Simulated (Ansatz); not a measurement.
# AlClH5InO3: the cost of one run

Method: RKS BLYP-D4/def2-SVP, in Ansatz 0.2.0.

## Step 1: The system as given

Bond lengths: In1–O2 2.340 Å, O2–H3 1.010 Å, In1–Cl4 2.440 Å, In1–O5 1.990 Å, O5–H6 1.010 Å, In1–O7 2.290 Å, O7–Al8 1.780 Å, Al8–H9 1.560 Å, Al8–H10 1.560 Å. Angles: In1–O2–H3 109.5°, O2–In1–Cl4 120.0°, O2–In1–O5 120.0°, O2–In1–O7 71.6°, Cl4–In1–O5 120.0°, Cl4–In1–O7 88.5°, O5–In1–O7 110.0°, In1–O5–H6 109.5°, In1–O7–Al8 125.0°, O7–Al8–H9 120.0°, O7–Al8–H10 120.0°, H9–Al8–H10 120.0°.

As a file:

```xyz
11

In    0.0000    0.0000    0.0000
O     0.0000    0.0000    2.3400
H    -0.9095   -0.2814    2.6771
Cl    2.1130    0.0000   -1.2200
O    -1.7233    0.0000   -0.9950
H    -2.2330   -0.8467   -0.7865
O     0.4884    2.1176    0.7221
Al    1.7548    2.5265    1.9042
H     2.6821    1.4080    2.4722
H     1.9374    4.0034    2.3722
H     0.3027    1.3126    1.8980
```

## Step 2: A restrained relaxation towards end A

Springs on the bonds that form and break draw the guess towards this end; the thresholds are loose.

File input.yaml:

```yaml
crystal:
  periodic: [false, false, false]
  atoms:
    - { symbol: In, position_ang: [0.0, 0.0, 0.0] }
    - { symbol: O, position_ang: [0.0, 0.0, 2.34] }
    - { symbol: H, position_ang: [-0.9095, -0.2814, 2.6771] }
    - { symbol: Cl, position_ang: [2.113, 0.0, -1.22] }
    - { symbol: O, position_ang: [-1.7233, 0.0, -0.995] }
    - { symbol: H, position_ang: [-2.233, -0.8467, -0.7865] }
    - { symbol: O, position_ang: [0.4884, 2.1176, 0.7221] }
    - { symbol: Al, position_ang: [1.7548, 2.5265, 1.9042] }
    - { symbol: H, position_ang: [2.6821, 1.408, 2.4722] }
    - { symbol: H, position_ang: [1.9374, 4.0034, 2.3722] }
    - { symbol: H, position_ang: [0.3027, 1.3126, 1.898] }
basis:
  gaussian: { orbitals: def2-SVP }
hamiltonian:
  xc: blyp
  dispersion: d4
relax:
  f_tol: 0.15
  max_steps: 25
  restrain:
    - { distance: [0, 6], at: 3.19, k: 30.0 }
    - { distance: [10, 1], at: 2.21, k: 30.0 }
    - { distance: [0, 1], at: 1.99, k: 30.0 }
    - { distance: [10, 6], at: 1.01, k: 30.0 }
```

On the command line:

```
ansatz run input.yaml --threads 4 --pin off --max-ram 5120MiB --backend cpu --events-out ev --progress --plain --runs-dir out
```

What time and memory should one allow on 4 threads of Arm Neoverse V2, shared host?

About 27 s, with a peak of 0.2 GiB.
